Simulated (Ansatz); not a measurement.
Consider a ladder of basis sets of H₃SeSi, SMILES [SiH3][Se] (the Python package of Ansatz (0.2.0)).

The script, `basis_h3sesi.py`:
```python
"""Basis-set convergence for H3SeSi."""

import ansatz as az

GEOMETRY = """
Si   -0.10350    0.00960   -0.03350
Se    1.87510   -0.80330    0.54260
H    -1.10370   -0.03110    1.08550
H    -0.62510   -0.70360   -1.17660
H     0.00710    1.45470   -0.45940
"""


def main() -> None:
    geometry = az.Crystal.molecule()
    for line in GEOMETRY.strip().splitlines():
        symbol, *xyz = line.split()
        geometry = geometry.atom(symbol, [float(v) for v in xyz])

    job = geometry.calculation().functional("HF").spin("collinear", total=1)

    energies = {}
    for basis in ["def2-SVP", "def2-SVPD", "def2-TZVP", "def2-TZVPP"]:
        report = job.basis(gaussian=basis).run(threads=1).report
        size = report["n_frozen"] + report["n_occupied"][0] + report["n_virtual"][0]
        energies[basis] = (report["reference_energy_ev"] / 27.211386246, report["free_energy_ev"] / 27.211386246)
        print(f"{basis:14s} {size:4d} orbitals  reference {energies[basis][0]:14.6f} Ha  total {energies[basis][1]:14.6f} Ha")

    last = energies["def2-TZVPP"][1]
    for basis, (_, total) in energies.items():
        print(f"{basis:14s} lies {27.211386 * (total - last):9.4f} eV above def2-TZVPP")


if __name__ == "__main__":
    main()
```

How far does the total energy move along this ladder of basis sets?

Against def2-SVP: def2-SVPD -5.0 mHa, def2-TZVP -402.5 mHa and def2-TZVPP -403.0 mHa. The last step alone is -0.55 mHa (these two sets differ little on atoms other than hydrogen). From the first set to the last the time grows from 7.9 to 32.2 s.

What the script printed:

```console
$ python basis_h3sesi.py
def2-SVP         65 orbitals  reference   -2690.137724 Ha  total   -2690.137724 Ha
def2-SVPD        89 orbitals  reference   -2690.142691 Ha  total   -2690.142691 Ha
def2-TZVP       103 orbitals  reference   -2690.540193 Ha  total   -2690.540193 Ha
def2-TZVPP      132 orbitals  reference   -2690.540741 Ha  total   -2690.540741 Ha
def2-SVP       lies   10.9667 eV above def2-TZVPP
def2-SVPD      lies   10.8315 eV above def2-TZVPP
def2-TZVP      lies    0.0149 eV above def2-TZVPP
def2-TZVPP     lies    0.0000 eV above def2-TZVPP
```

What to keep in mind:
- The drop along the ladder measures the basis error, and is no property of the molecule.
- The geometry is a force-field or estimated start, not a minimum of this method, and the last set is no limit. Much of the fall in a total is atomic energy, which cancels in bond and reaction energies.
- The species is open-shell (spin multiplicity 2).
- Run time: 73 s on 1 thread of Intel(R) Xeon(R) Platinum 8259CL CPU @ 2.50GHz (Skylake/Cascade Lake), with other jobs on the host, peak memory 0.46 GiB.
